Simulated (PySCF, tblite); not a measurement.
**CH₆O₄P₂Si (triplet), a small gas-phase stand-in for a defect centre: EPR parameters**

What EPR parameters should one expect for `O=P(O)(O)O[C]P[SiH3]`? It is drawn as: twofold C.

Programs: tblite 0.8.0 and PySCF 2.14.0. All values are calculated, for the isolated system unless a continuum is named. Atoms count from 0, parts from 1.

### 1 The system as given

14 atoms, charge 0, multiplicity 3; geometry: distance geometry start.

### 2 Geometry optimisation with GFN2-xTB

Job settings and geometry (Å):

```
{"job": {"kind": "relax", "xc": "GFN2-xTB", "basis": "xTB"}, "charge": 0, "multiplicity": 3}
C      0.128314     1.095099    -0.576902
P      1.623165     1.861301     0.186669
Si     2.542418     0.037131     1.095760
O     -0.925352     0.570429    -1.137695
P     -1.722645    -0.589988    -0.312363
O     -0.959092    -1.811286     0.057722
O     -2.949491    -0.994283    -1.241163
O     -2.464984     0.105339     0.898689
H      2.429480     1.921169    -0.957619
H      3.899162     0.426753     1.562804
H      2.681109    -1.007697     0.077931
H      1.714453    -0.412825     2.247505
H     -2.834532    -1.900123    -1.591554
H     -3.131259     0.735014     0.537850
```

With the program's defaults for keys left out, this is: GFN2-xTB geometry optimisation, gas phase.

On the command line:

```bash
> OMP_NUM_THREADS=1 python cluster_run.py task.json out
```

This one command runs all jobs of the session in turn.

**Question.** The jobs that follow are: PBE0-D3(BJ)/def2-SVP geometry optimisation, gas phase; UKS B3LYP, IGLO-III on C O P Si, pcH-1 on H, non-relativistic, mean-field spin-orbit, GIAO; UKS BHandHLYP, IGLO-III on C O P Si, pcH-1 on H, non-relativistic, mean-field spin-orbit, GIAO. Predict: point group; rotational constants (main isotopes); D, E (B3LYP); g(iso) (B3LYP); ⟨S²⟩; largest a(iso).

As calculated:

```
                            quantity                 value
                         point group                    C1
rotational constants (main isotopes)  2.24, 0.73, 0.64 GHz
                        D, E (B3LYP)     0.658, 0.038 cm⁻¹
                      g(iso) (B3LYP)               2.00212
                                ⟨S²⟩    2.010 (exact 2.00)
                      largest a(iso)  13C on C0, 258.6 MHz
```

The start of the PBE0/def2-SVP relaxation was shaken at random by about 0.01 Å, so part of the energy gained, and of the first lengths quoted, undoes that. Over 21 steps the energy fell by 0.460 eV; of the close pairs, C0–P1 changed most, 1.701 to 1.792 Å (PBE0/def2-SVP). Most of the unpaired spin sits on C0 (1.61 e). The isotropic g lies 0.2 ppt below the free-electron value. The coupling of 13C on C0 runs from 258.6 (B3LYP/IGLO-III+pcH-1) to 289.7 MHz (BHandHLYP/IGLO-III+pcH-1). The triplet was assumed; the singlet may lie lower. A capped cluster stands for the solid here, so long-range fields and strain are missing, and bands or shifts of the capping hydrogens have no counterpart in it.
